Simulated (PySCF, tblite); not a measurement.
# C3H9AsSi2: dynamics, then NMR shifts on frames

How do NMR shifts of C3H9AsSi2 (`CC#C[SiH2][AsH][SiH3]`) change as the atoms move?

Programs: tblite 0.8.0 and PySCF 2.14.0, with density-fitted response routines of our own. Each step states its level of theory. These are calculated values for one molecule in the gas phase, unless marked as measured. Atoms count from 0, in the outputs and in this text.

## 1. The molecule as given

15 atoms, charge 0, multiplicity 1; geometry from: GFN2-xTB.

Bonds of the start (Å): C0–C1 1.45, C1–C2 1.21, C2–Si3 1.85, Si3–As4 2.33, As4–Si5 2.32, C0–H6 1.09, C0–H7 1.09, C0–H8 1.09, Si3–H9 1.48, Si3–H10 1.48, As4–H11 1.51, Si5–H12 1.47, Si5–H13 1.47, Si5–H14 1.47.

## 2. Dynamics with GFN2-xTB

The job: settings as JSON, then the geometry in Å.

```
{"job": {"kind": "md", "xc": "GFN2-xTB", "basis": "xTB", "temperature": 600, "steps": 2000, "every": 50, "frames": 5}, "charge": 0, "multiplicity": 1}
C      3.020707     1.389639    -0.231482
C      2.011454     0.369086    -0.049750
C      1.179082    -0.490089     0.097918
Si    -0.142884    -1.758171     0.339798
As    -1.928683    -0.728078     1.433613
Si    -2.645031     0.574416    -0.341294
H      3.986071     1.025945     0.120924
H      2.753798     2.285040     0.330285
H      3.103947     1.647122    -1.287511
H     -0.450087    -2.317655    -0.991052
H      0.423410    -2.842677     1.164530
H     -2.870198    -1.858174     1.092929
H     -1.733128     1.712702    -0.514482
H     -3.984217     1.114786    -0.066225
H     -2.728654    -0.115902    -1.637080
```

Level: GFN2-xTB Langevin dynamics, gas phase.

The run is started by

```sh
OMP_NUM_THREADS=1 python probes_run.py task.json out
```

This one command runs all jobs of the session in turn.

The program printed:

```text
t/fs     T/K      E/eV
    0.0   478.5   -456.60455
   25.0   286.1   -455.85084
   50.0   458.2   -455.74973
   75.0   478.6   -455.94807
  100.0   554.5   -455.93192
  125.0   468.7   -455.99014
  150.0   357.2   -455.88121
  175.0   370.4   -455.64842
  200.0   536.4   -455.88275
  225.0   397.5   -455.68654
  250.0   442.9   -455.81602
  275.0   528.4   -455.94073
  300.0   594.7   -455.90969
  325.0   484.2   -455.83995
  350.0   549.3   -455.76357
  375.0   582.0   -456.02689
  400.0   538.1   -455.83575
  425.0   425.9   -455.60228
  450.0   567.2   -455.64798
  475.0   475.7   -455.69083
  500.0   601.6   -455.88630
  525.0   584.5   -455.93321
  550.0   633.8   -455.95944
  575.0   530.1   -455.83910
  600.0   549.1   -455.87332
  625.0   517.5   -455.76553
  650.0   457.9   -455.60482
  675.0   806.2   -456.16339
  700.0   679.8   -455.67519
  725.0   552.3   -455.66124
  750.0   595.5   -455.61751
  775.0   453.5   -455.53976
  800.0   527.6   -455.82047
  825.0   447.8   -455.67772
  850.0   453.1   -455.66078
  875.0   743.6   -455.88581
  900.0   680.5   -455.55712
  925.0   711.6   -455.64313
  950.0   526.0   -455.45204
  975.0   641.8   -455.64515
 1000.0   752.5   -455.85490
```

It took 16 s on 1 thread of Intel Xeon Platinum 8488C, shared host; peak memory 0.18 GiB.

Distance from the start (root mean square after alignment): 0 fs 0.00 Å, 200 fs 0.36 Å, 400 fs 1.01 Å, 600 fs 1.07 Å, 800 fs 1.14 Å, 1000 fs 0.80 Å.

Positions (Å) and forces (eV/Å) at 1000 fs:

```xyz
15

C     3.406    1.808    0.554    1.271    0.313    0.605
C     2.257    1.097    0.954   -0.092    0.158   -0.023
C     1.534    0.412    1.615   -2.560   -1.515    0.411
Si   -0.216   -0.244    2.033    1.705   -0.417    0.612
As   -1.584    0.633    0.398    0.607    0.416   -0.412
Si   -1.816   -1.175   -1.036    0.533    0.937   -0.929
H     4.228    1.191    0.888    0.706   -0.137    0.262
H     3.474    2.752    1.123   -0.053   -0.105   -0.815
H     3.517    1.827   -0.507   -0.180    0.758   -0.689
H    -0.451   -1.758    2.208    0.310    0.713   -0.185
H    -0.082    0.225    3.448   -0.635   -0.003   -0.209
H    -2.674    0.212    1.241   -1.122   -0.204    0.458
H    -0.470   -1.462   -1.685   -0.682    0.228    0.158
H    -2.867   -0.710   -2.032    0.559   -0.336    0.343
H    -2.220   -2.437   -0.520   -0.367   -0.806    0.412
```

## 3. NMR shieldings: 250 fs, PBE0/pcSseg-1

The job: settings as JSON, then the geometry in Å.

```
{"job": {"kind": "nmr", "xc": "PBE0", "basis": "pcSseg-1", "pop": false}, "charge": 0, "multiplicity": 1}
C      2.298200     1.423600    -0.549500
C      1.666000     0.164400    -0.356900
C      0.881000    -0.649900     0.028200
Si    -0.339600    -1.927300     0.604300
As    -2.148900    -0.546500     1.367400
Si    -2.628500     0.647100    -0.506000
H      3.371700     1.265100    -0.562800
H      1.968100     2.061400     0.221000
H      1.864100     1.819700    -1.511000
H     -0.493100    -2.573300    -0.729300
H     -0.057600    -2.915200     1.709900
H     -3.084300    -1.758800     1.380100
H     -1.456700     1.631200    -0.482600
H     -3.810000     1.252600    -0.869600
H     -2.197200    -0.143500    -1.663200
```

With the program's defaults for keys left out, this is: GIAO PBE0/pcSseg-1 NMR shielding, non-relativistic, gas phase.

The program printed:

```text
coarse grid: 57944 points
cycle   1  E = -2933.5215793301  dE = -3.978e-01  |g| = 7.680e-01  |ddm| = 3.780e+00
cycle   2  E = -2933.5185695305  dE =  3.010e-03  |g| = 6.002e-01  |ddm| = 1.305e+00
cycle   3  E = -2933.5737849428  dE = -5.522e-02  |g| = 1.572e-01  |ddm| = 9.254e-01
cycle   4  E = -2933.5780756527  dE = -4.291e-03  |g| = 9.101e-02  |ddm| = 2.081e-01
cycle   5  E = -2933.5800843558  dE = -2.009e-03  |g| = 1.529e-02  |ddm| = 8.294e-02
cycle   6  E = -2933.5801522989  dE = -6.794e-05  |g| = 2.471e-03  |ddm| = 2.617e-02
cycle   7  E = -2933.5801540620  dE = -1.763e-06  |g| = 7.536e-04  |ddm| = 4.000e-03
final grid: 118904 points
cycle   8  E = -2933.5801282058  dE = -6.022e-08  |g| = 7.561e-04  |ddm| = 3.853e-03
cycle   9  E = -2933.5801282019  dE =  3.899e-09  |g| = 7.635e-04  |ddm| = 1.535e-03
cycle  10  E = -2933.5801283500  dE = -1.481e-07  |g| = 9.106e-05  |ddm| = 7.919e-04
cycle  11  E = -2933.5801283520  dE = -2.046e-09  |g| = 1.553e-05  |ddm| = 7.519e-05
cycle  12  E = -2933.5801283521  dE = -7.049e-11  |g| = 3.869e-06  |ddm| = 2.523e-05
converged SCF energy = -2933.5801283521

GIAO shielding tensors (ppm)
atom      isotropic    diamagn.    paramagn.     s11        s22        s33       span
  0 C      181.268     255.995     -74.728    172.398    174.857    196.548     24.149
  1 C       67.142     277.357    -210.215    -36.713    -14.396    252.534    289.248
  2 C      101.837     262.144    -160.307      6.697     30.385    268.429    261.733
  3 Si     409.934     880.543    -470.609    341.380    400.913    487.508    146.129
  4 As    1976.242    2880.395    -904.153   1749.117   2032.361   2147.248    398.131
  5 Si     444.169     882.708    -438.539    411.532    438.807    482.167     70.636
  6 H       29.843      27.496       2.348     24.454     27.460     37.616     13.162
  7 H       29.913      33.681      -3.769     24.555     30.098     35.085     10.530
  8 H       28.447      30.248      -1.801     23.444     27.575     34.322     10.878
  9 H       26.277      28.962      -2.686     22.565     24.674     31.591      9.026
 10 H       26.096      27.622      -1.527     22.187     23.517     32.584     10.397
 11 H       29.743      28.715       1.027     21.965     24.340     42.923     20.959
 12 H       27.013      31.484      -4.471     22.576     26.111     32.353      9.778
 13 H       28.819      31.412      -2.592     24.724     25.517     36.216     11.492
 14 H       27.451      31.556      -4.105     22.871     26.201     33.282     10.412
```

It took 31 s on 1 thread of Intel Xeon Platinum 8488C, shared host; peak memory 0.9 GiB.

Shifts follow as δ = σ(reference) − σ, with reference shieldings (ppm) from runs at the same level and on the same kind of geometry: 1H TMS 31.72, 13C TMS 186.9, 29Si TMS 349.2, 75As AsH3 1989. The references are single molecules in the gas phase. Shifts against hydride references such as AlH4− lie on their own scale. Each atom is listed at this fixed geometry, with no averaging over motion; a spectrum would average atoms that exchange fast.

```
atoms                              environment  σ (ppm)  δ (ppm)
   C1                            alkyne carbon     67.1    119.8
   C2                            alkyne carbon    101.8     85.1
   C0                propargylic methyl carbon    181.3      5.7
  H10    hydrogen on a silicon bonded to C, As    26.10     5.62
   H9    hydrogen on a silicon bonded to C, As    26.28     5.44
  H12       hydrogen on a silicon bonded to As    27.01     4.70
  H14       hydrogen on a silicon bonded to As    27.45     4.27
   H8  hydrogen on a propargylic methyl carbon    28.45     3.27
  H13       hydrogen on a silicon bonded to As    28.82     2.90
  H11    hydrogen on an arsenic bonded to 2 Si    29.74     1.97
   H6  hydrogen on a propargylic methyl carbon    29.84     1.87
   H7  hydrogen on a propargylic methyl carbon    29.91     1.80
  Si3             silicon bonded to C, As, 2 H    409.9    -60.8
  Si5                silicon bonded to As, 3 H    444.2    -95.0
  As4                arsenic bonded to 2 Si, H     1976       12
```

Orbitals, density, ELF and potential are computed afterwards from the orbital file.

Frontier orbitals at PBE0/pcSseg-1, with the share of their density that lies nearest to each atom:

```
orbital  energy (eV)                                                     lies on
   HOMO        -6.89  As4 57 %; H11, H14 about 8 % each; Si3, Si5 about 6 % each
   LUMO        -0.70                                As4 23 %; Si3 18 %; Si5 13 %
```

ELF in a plane through or near 7 of the atoms.

Values, 10 rows by 14 columns:
```
0.00 0.00 0.00 0.00 0.00 0.00 0.00 0.00 0.00 0.00 0.00 0.00 0.00 0.00
0.00 0.00 0.00 0.00 0.00 0.00 0.00 0.00 0.00 0.02 0.02 0.00 0.00 0.00
0.00 0.00 0.00 0.00 0.00 0.00 0.24 0.63 0.17 0.99 1.00 0.13 0.00 0.00
0.00 0.00 0.00 0.15 0.28 0.00 0.96 1.00 0.23 0.25 0.87 0.04 0.00 0.00
0.00 0.00 0.08 0.53 0.75 0.04 0.02 0.32 0.28 0.51 0.47 0.02 0.00 0.00
0.00 0.03 0.99 0.98 0.80 0.35 0.74 0.31 0.65 0.52 0.79 0.92 0.04 0.00
0.00 0.00 0.23 0.07 0.34 0.82 0.62 0.56 0.32 0.65 0.46 0.85 0.01 0.00
0.00 0.00 0.00 0.00 0.03 0.24 0.17 0.53 0.94 0.72 0.01 0.00 0.00 0.00
0.00 0.00 0.00 0.00 0.00 0.00 0.00 0.61 1.00 0.89 0.00 0.00 0.00 0.00
0.00 0.00 0.00 0.00 0.00 0.00 0.00 0.00 0.00 0.00 0.00 0.00 0.00 0.00
```
The map spans 13.0 Å across and 11.5 Å up, centred on the molecule. Atoms in the plane (x, y in Å): C0 (-3.0, 0.2), C2 (-0.8, -1.1), Si3 (0.9, -1.8), Si5 (1.8, 1.7), H6 (-3.9, -0.4), H12 (0.3, 2.0), H13 (2.6, 2.8).

On the surface of density 0.002 e/bohr³ the electrostatic potential runs, from the 1st to the 99th percentile, from -0.91 V near C2 to 1.08 V near H13.

## 4. Shielding tensors: 425 fs, PBE0/pcSseg-1

The job: settings as JSON, then the geometry in Å.

```
{"job": {"kind": "nmr", "xc": "PBE0", "basis": "pcSseg-1", "pop": false}, "charge": 0, "multiplicity": 1}
C      2.095100     1.692200    -0.612300
C      1.578900     0.492000    -0.067900
C      1.283200    -0.304300     0.719200
Si     0.123800    -1.788400     1.074200
As    -1.890400    -0.419100     1.540600
Si    -2.337500    -0.443900    -0.716600
H      1.289200     2.073500    -1.306400
H      3.019700     1.446800    -1.131300
H      2.304700     2.364100     0.206100
H     -0.285800    -2.757400     0.117200
H      0.638900    -2.625500     2.229000
H     -2.777700    -1.644600     1.776300
H     -2.068700     1.040100    -1.077000
H     -3.742600    -0.434600    -0.937100
H     -1.762400    -1.365700    -1.692600
```

Level: GIAO PBE0/pcSseg-1 NMR shielding, non-relativistic, gas phase.

The program printed:

```text
coarse grid: 57944 points
cycle   1  E = -2933.5110299369  dE = -4.109e-01  |g| = 7.748e-01  |ddm| = 3.674e+00
cycle   2  E = -2933.5032897516  dE =  7.740e-03  |g| = 6.128e-01  |ddm| = 1.205e+00
cycle   3  E = -2933.5661506638  dE = -6.286e-02  |g| = 1.353e-01  |ddm| = 8.538e-01
cycle   4  E = -2933.5700947048  dE = -3.944e-03  |g| = 6.924e-02  |ddm| = 1.931e-01
cycle   5  E = -2933.5711434843  dE = -1.049e-03  |g| = 1.912e-02  |ddm| = 6.273e-02
cycle   6  E = -2933.5712393250  dE = -9.584e-05  |g| = 2.830e-03  |ddm| = 2.259e-02
cycle   7  E = -2933.5712407436  dE = -1.419e-06  |g| = 6.919e-04  |ddm| = 4.204e-03
final grid: 118904 points
cycle   8  E = -2933.5712077972  dE = -1.580e-08  |g| = 8.406e-04  |ddm| = 3.157e-03
cycle   9  E = -2933.5712077382  dE =  5.895e-08  |g| = 1.084e-03  |ddm| = 2.553e-03
cycle  10  E = -2933.5712079600  dE = -2.218e-07  |g| = 8.994e-05  |ddm| = 1.323e-03
cycle  11  E = -2933.5712079617  dE = -1.708e-09  |g| = 3.677e-05  |ddm| = 1.045e-04
cycle  12  E = -2933.5712079621  dE = -3.438e-10  |g| = 5.177e-06  |ddm| = 3.277e-05
converged SCF energy = -2933.5712079621

GIAO shielding tensors (ppm)
atom      isotropic    diamagn.    paramagn.     s11        s22        s33       span
  0 C      181.101     250.946     -69.845    173.477    175.843    193.984     20.507
  1 C       62.970     267.548    -204.578    -48.808    -17.603    255.321    304.129
  2 C      108.970     275.087    -166.117     17.077     43.097    266.737    249.660
  3 Si     395.028     879.436    -484.408    328.701    394.401    461.982    133.281
  4 As    2059.137    2880.156    -821.019   1868.824   2000.903   2307.684    438.860
  5 Si     432.369     880.295    -447.926    363.260    444.258    489.590    126.331
  6 H       28.668      29.315      -0.647     23.081     28.532     34.390     11.309
  7 H       29.694      26.883       2.811     24.437     27.699     36.947     12.510
  8 H       29.373      28.822       0.551     24.155     28.281     35.684     11.529
  9 H       26.832      30.605      -3.773     23.240     25.164     32.092      8.852
 10 H       26.488      27.744      -1.256     22.861     23.967     32.637      9.776
 11 H       29.989      29.420       0.569     22.465     23.454     44.047     21.582
 12 H       26.468      29.202      -2.734     22.865     24.291     32.248      9.384
 13 H       27.940      29.733      -1.794     23.504     25.405     34.910     11.406
 14 H       27.827      29.947      -2.120     24.051     25.819     33.612      9.561
```

It took 25 s on 1 thread of Intel Xeon Platinum 8488C, shared host; peak memory 0.91 GiB.

Key values: δ C1 124.0, C2 78.0, C0 5.8, Si3 -45.9, H12 5.25, H10 5.23 ppm.

[end of part 1 of 2]
